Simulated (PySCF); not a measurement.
# A diatomic session: MgGe

One table from this session's results is given with a row withheld; the runs are named, their logs left out.

Program: PySCF 2.14.0. Level of theory: Mg def2-SVPD, Ge def2-SVPD, no relativity. These are calculated values, not measurements.

The first run:

Settings of the job:

* atoms: Mg, Ge
* charge: 0
* basis: Mg def2-SVPD, Ge def2-SVPD
* Hamiltonian: no relativity
* basis functions: 59
* electrons treated: 44
* masses in u: 23.9850, 73.9212
* levels: PBE0, PBE, r²SCAN, PW91, BHandHLYP, M06-L, HF, MP2, SCS-MP2, CCSD, CCSD(T)
* grid: 80 radial by 434 angular points
* occupations: held fixed by the projection of orbital angular momentum
* dissociation limit: Mg + Ge, each in its ground configuration
* starting distance in angstrom: 2.515
* values of 2S to try: 0, 2

The run is started by

```bash
$ OMP_NUM_THREADS=1 python dia.py task.json out
```

Among the steps run: Set-up; The PBE0 curve of the state that the search chose; Excited determinants; PBE; r²SCAN; PW91 (GGA); BHandHLYP (global hybrid GGA); M06-L (meta-GGA); ROHF; Correlated methods on the Hartree–Fock reference.

One of the session's tables, all rows but one given; the rest of the session is left out.

| level | Re (Å) | ωe (cm⁻¹) | De (eV) |
| --- | --- | --- | --- |
| ROHF | 2.838 | 138.1 | 0.219 |
| ROHF-MP2 | 2.600 | 253.2 | 0.82 |
| ROHF-SCS-MP2 | 2.631 | 234.1 | 0.67 |
| ROHF-CCSD | 2.656 | 232.6 | 0.70 |
| ROHF-CCSD(T) | 2.635 | 245.8 | 0.83 |
| PBE | 2.597 | 254.8 | 1.21 |
| PW91 | ? | ? | ? |
| r²SCAN | 2.577 | 266.3 | 1.29 |
| M06-L | 2.583 | 249.9 | 1.05 |
| PBE0 | 2.600 | 252.2 | 1.08 |
| BHandHLYP | 2.624 | 232.3 | 0.74 |

**Question.** Estimate the row for PW91.

The run gave: Re (Å): 2.591; ωe (cm⁻¹): 256.3; De (eV): 1.24. In the column «Re (Å)» it lies between M06-L (2.583) and PBE (2.597).

De is counted to Mg + Ge in their ground configurations.
